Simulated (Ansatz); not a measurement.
# H8C5O6: the cost of one run

Program: Ansatz 0.2.0. Level of theory: DFT r2SCAN+D3(BJ), plane waves, PAW, scalar-relativistic, no spin polarisation. These are calculated values, not measurements.

### Step 1. The system as given

The cell holds 38 atoms (C10H16O12): a = 7.455 Å, b = 7.455 Å, c = 7.455 Å, α = 90.00°, β = 90.00°, γ = 90.00°.

Its coordinates follow in the input file.

### Step 2. Preparing the start

input.yaml

```yaml
crystal:
  lattice:
    - [7.455439, 0.0, 0.0]
    - [0.0, 7.455439, 0.0]
    - [0.0, 0.0, 7.455439]
  atoms:
    - { symbol: C, position: [0.400088, 0.9666869, 0.815737] }
    - { symbol: C, position: [0.3437358, 0.9483901, 0.6637533] }
    - { symbol: H, position: [0.2943456, 0.9323537, 0.5305464] }
    - { symbol: H, position: [0.4494781, 0.9827233, 0.948944] }
    - { symbol: C, position: [0.6867428, 0.2173919, 0.0042985] }
    - { symbol: C, position: [0.6433764, 0.2263599, 0.1612964] }
    - { symbol: H, position: [0.6053678, 0.23422, 0.298898] }
    - { symbol: H, position: [0.7247515, 0.2095319, -0.1333031] }
    - { symbol: O, position: [0.5818819, 0.8034636, 0.4626878] }
    - { symbol: C, position: [0.7002341, 0.9397472, 0.4779118] }
    - { symbol: O, position: [0.8616271, 0.9227436, 0.4883611] }
    - { symbol: H, position: [0.6533925, 0.6931355, 0.4620926] }
    - { symbol: H, position: [0.6276286, 1.0675955, 0.4793208] }
    - { symbol: O, position: [0.3261927, 0.4907053, 0.8332704] }
    - { symbol: C, position: [0.4832143, 0.5801128, 0.820512] }
    - { symbol: O, position: [0.6187546, 0.543269, 0.9024716] }
    - { symbol: H, position: [0.3464254, 0.3939256, 0.9199349] }
    - { symbol: H, position: [0.4688047, 0.6907648, 0.7247664] }
    - { symbol: O, position: [-0.0386179, 0.7160111, 0.9508663] }
    - { symbol: C, position: [0.0318255, 0.8812852, 0.9277483] }
    - { symbol: O, position: [0.130707, 0.9563473, 1.0327919] }
    - { symbol: H, position: [0.0066239, 0.6730967, 1.0666157] }
    - { symbol: H, position: [-0.0143291, 0.9365879, 0.7995684] }
    - { symbol: O, position: [0.1467404, 0.4850908, 0.2740417] }
    - { symbol: C, position: [0.2741549, 0.3818984, 0.3510425] }
    - { symbol: O, position: [0.3472387, 0.4137186, 0.4927896] }
    - { symbol: H, position: [0.1281094, 0.5866248, 0.3554674] }
    - { symbol: H, position: [0.3009275, 0.2653443, 0.2655024] }
    - { symbol: O, position: [0.8496426, 0.3371595, 0.5395612] }
    - { symbol: C, position: [1.0064442, 0.3412718, 0.6301625] }
    - { symbol: O, position: [1.0845903, 0.2108411, 0.6878428] }
    - { symbol: H, position: [0.8155123, 0.2104302, 0.5317389] }
    - { symbol: H, position: [1.0516859, 0.4805585, 0.6432453] }
    - { symbol: O, position: [0.3623889, 0.6871601, 0.1022161] }
    - { symbol: C, position: [0.3945374, 0.8446422, 0.1857513] }
    - { symbol: O, position: [0.5419914, 0.9070863, 0.2141071] }
    - { symbol: H, position: [0.4802298, 0.6376453, 0.0714234] }
    - { symbol: H, position: [0.2668058, 0.9068017, 0.2236927] }
basis:
  ecutwfc: 500.0
kpoints:
  mp_grid: { grid: [1, 1, 1] }
hamiltonian:
  xc: r2scan
  dispersion: d3bj
scf:
  occupations: { method: fermi_dirac, width: 0.05 }
  lower_state_search: "off"
relax:
  f_tol: 0.3
  max_steps: 15
  adjacent_minimum: "off"
```

Run with:

```sh
ansatz run input.yaml --threads 1 --pin off --max-ram 3072MiB --backend cpu --events-out ev --progress --plain --runs-dir out
```

**Question.** How long does this run take on 1 thread of AMD EPYC 9R45 (Zen 5), shared host, and how much memory does it need?

About 3.1 min, with a peak of 1.4 GiB.
